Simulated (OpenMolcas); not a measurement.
# Sm³⁺ among point charges: CASSCF levels and susceptibility

Aim: the splitting of the states of Sm³⁺ in the field of 7 point charges, its lowest levels with spin-orbit coupling and its magnetic susceptibility.

The numbers are computed with OpenMolcas 26.06 (state-averaged CASSCF, spin-orbit coupling by RASSI with atomic mean-field integrals), except any that are marked as measured or tabulated.

**1. The system**

| Quantity | Value |
| --- | --- |
| Species | Sm³⁺ (samarium, Z = 62, 59 electrons) |
| Basis | ANO-RCC-VDZP [7s6p4d2f1g], 68 functions |
| Scalar Hamiltonian | DKH2, point nucleus |
| Inactive shells | 1s 2s 2p 3s 3p 3d 4s 4p 4d 5s 5p |
| Active space | 5 electrons in 7 orbitals (4f) |
| Some configurations of this space | 4f5 |
| Orbitals | optimised for the highest spin of each parity, averaged over all roots |

The outer shells:

4f5
```
4f [↑ ][↑ ][↑ ][↑ ][↑ ][  ][  ]
```

The ion sits among 7 point charges of -1 e arranged as a pentagonal bipyramid (D5h), 2.42 Å from the ion, with the axial distance 2.880 Å.

Each step is its own input file, run in one work folder so that later steps find the files of earlier ones. Labels, J, g values, rates, χT and fits are worked out afterwards by a script from the matrices that RASSI stores.

**2. GATEWAY and SEWARD: basis and integrals**

File a.inp:

```
&GATEWAY
Coord
1

Sm 0.0 0.0 0.0
Basis=ANO-RCC-VDZP
Group=NoSym
NoMove
AngMom=0.0 0.0 0.0
AMFI
XField
7 Angstrom 0
2.420000 0.000000 0.000000 -1.000000
0.747821 2.301557 0.000000 -1.000000
-1.957821 1.422440 0.000000 -1.000000
-1.957821 -1.422440 0.000000 -1.000000
0.747821 -2.301557 0.000000 -1.000000
0.000000 0.000000 2.879800 -1.000000
0.000000 0.000000 -2.879800 -1.000000
&SEWARD
```

**3. CASSCF: sextets, 21 roots**

File a.inp:

```
&RASSCF
FileOrb=start.orb
Symmetry=1
Spin=6
nActEl=5 0 0
Inactive=27
Ras2=7
CIRoot=21 21 1
SDav=21
CIMx=300
Iter=120 100
PrWF=0.3
OrbListing=Nothing
MaxOrb=0
>>> COPY $Project.JobIph JOB001
```

start.orb holds the contracted functions of the basis, ordered by shell, or the orbitals of the step before.

**4. CASSCF: quartets, 162 roots**

File a.inp:

```
&RASSCF
FileOrb=start.orb
Symmetry=1
Spin=4
nActEl=5 0 0
Inactive=27
Ras2=7
CIRoot=162 162 1
SDav=224
CIMx=300
Iter=120 100
PrWF=0.3
OrbListing=Nothing
MaxOrb=0
CIOnly
>>> COPY $Project.JobIph JOB002
```

**5. Reference wave functions, doublets, 162 roots**

File a.inp:

```
&RASSCF
FileOrb=start.orb
Symmetry=1
Spin=2
nActEl=5 0 0
Inactive=27
Ras2=7
CIRoot=162 162 1
SDav=490
CIMx=300
Iter=120 100
PrWF=0.3
OrbListing=Nothing
MaxOrb=0
CIOnly
>>> COPY $Project.JobIph JOB003
```

**6. State interaction with spin-orbit coupling**

File a.inp:

```
&RASSI
NrOfJobIphs=3 21 108 40
1 2 3 4 5 6 7 8 9 10 11 12 13 14 15 16 17 18 19 20 21
1 2 3 4 5 6 7 8 9 10 11 12 13 14 15 16 17 18 19 20 21 22 23 24 25 26 27
28 29 30 31 32 33 34 35 36 37 38 39 40 41 42 43 44 45 46 47 48 49 50 51
52 53 54 55 56 57 58 59 60 61 62 63 64 65 66 67 68 69 70 71 72 73 74 75
76 77 78 79 80 81 82 83 84 85 86 87 88 89 90 91 92 93 94 95 96 97 98 99
100 101 102 103 104 105 106 107 108
1 2 3 4 5 6 7 8 9 10 11 12 13 14 15 16 17 18 19 20 21 22 23 24 25 26 27
28 29 30 31 32 33 34 35 36 37 38 39 40
IphNames
JOB001
JOB002
JOB003
EJob
SpinOrbit
DIPRint=1.0
SOCoupling=1000.0
Subsets=2
Property=9
'ANGMOM' 1 'ANGMOM' 2 'ANGMOM' 3 'MLTPL  1' 1 'MLTPL  1' 2 'MLTPL  1' 3
'AMFI' 1 'AMFI' 2 'AMFI' 3
SOProperty=3
'ANGMOM' 1 'ANGMOM' 2 'ANGMOM' 3
```

Before running it: what results should come out? Wanted: spin-free ground state; first state of the same spin within the active space; lowest level; next level.

The runs gave:

| quantity | value |
| --- | --- |
| method | CASSCF |
| spin-free ground state | sextet, 2-fold in its orbital part |
| first state of the same spin within the active space | sextet at 203 cm⁻¹ |
| lowest level | 2-fold, g = 0.00, 0.00, 0.93 |
| next level | 370.8 cm⁻¹ |
| χT at 300 K | 0.30 cm³ K/mol |
| effective moment at 300 K | 1.54 μB |

**Reading.** The spin-free ground state (sextet) comes to 100 % from free-ion H terms and keeps the highest spin of the shell. The quartets, doublets rest on orbitals optimised for another spin in at least one step, which raises them against the optimised states. Not all states of the active space went into the spin-orbit step. High states of lower spin are left out of the spin-orbit mixing, and CASSCF puts spin-flip levels too high. Point charges carry no covalency, so the field is a model and not that of real ligands.
